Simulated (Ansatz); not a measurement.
# TaVN₂, space group P4/mmm: a breakdown of dispersion, smearing and cutoff terms

Run with Ansatz 0.2.0, Python API.

The script, `terms_tavn2.py`:
```python
# -*- coding: utf-8 -*-
"""Dispersion, smearing and cutoff parts of the energy of TaVN2."""

import warnings

import ansatz as az
import numpy as np

FILLING = "Gaussian"
KMESH = (9, 9, 7)

warnings.simplefilter("ignore", az.DeckWarning)

vectors = np.array([
    [3.04987, 0.0, 0.0],
    [0.0, 3.04987, 0.0],
    [0.0, 0.0, 4.29606],
])
cell = (
    az.Lattice.of(vectors)
    .atom("Ta", [0.0, 0.0, 0.0])
    .atom("V", [0.5, 0.5, 0.5])
    .atom("N", [0.0, 0.0, 0.5])
    .atom("N", [0.5, 0.5, 0.0])
    .moments(V=1.5)
)

setup = (
    cell.calculation()
    .occupations(FILLING)
    .spin(az.SpinTreatment.COLLINEAR)
    .kpoints(*KMESH, center="gamma")
    .initial_density(normalization="cell")
)
with_term = setup.functional("pbesol", dispersion="d4").basis(380).cutoff_correction(530).run(threads=1).report
without = setup.functional("pbesol").basis(380).run(threads=1).report
finer = setup.functional("pbesol").basis(530).run(threads=1).report
removed = az.free_energy_without(with_term, az.EnergyTerm.DISPERSION)
print(f"dispersion term            {with_term['components']['e_disp']:.5f} eV")
print(f"F less dispersion          {removed:.5f} eV, run without it {without['free_energy_ev']:.5f} eV")
print(f"F less smearing term       {az.free_energy_without(without, az.EnergyTerm.SMEARING):.5f} eV")
print(f"estimated gain to 530 eV   {with_term['cutoff_correction']['energy_ev']:.5f} eV, found {finer['free_energy_ev'] - without['free_energy_ev']:.5f} eV")
```

Output of `python terms_tavn2.py`:
```text
dispersion term            -0.75176 eV
F less dispersion          -13453.09979 eV, run without it -13453.09979 eV
F less smearing term       -13453.08558 eV
estimated gain to 530 eV   -0.05311 eV, found -0.05272 eV
```

Reading the output:
- These settings explore the input space; cutoff and mesh may be short of convergence.
- The cutoff lies under the one recommended for these potentials in some of the runs.
- The magnetic order follows from the starting moments and needn't be the lowest.
- Dispersion corrections can be off by several per cent in the lattices of metals, and by several GPa in the pressure at a fixed cell.
- The mesh is modest for a metal, so energies can be off by several to tens of meV an atom and pressures by half a GPa or more; differences at equal mesh fare better.
- Spin-orbit coupling, which matters for elements this heavy, is left out.
- This cell is a computed structure, which may not be the phase found in nature.
- The script silences the warnings on its input, which a real study should read.
- Timing: 15 s on 1 thread of Intel(R) Xeon(R) Platinum 8488C (Sapphire Rapids), on a shared host, peak memory 0.55 GiB.
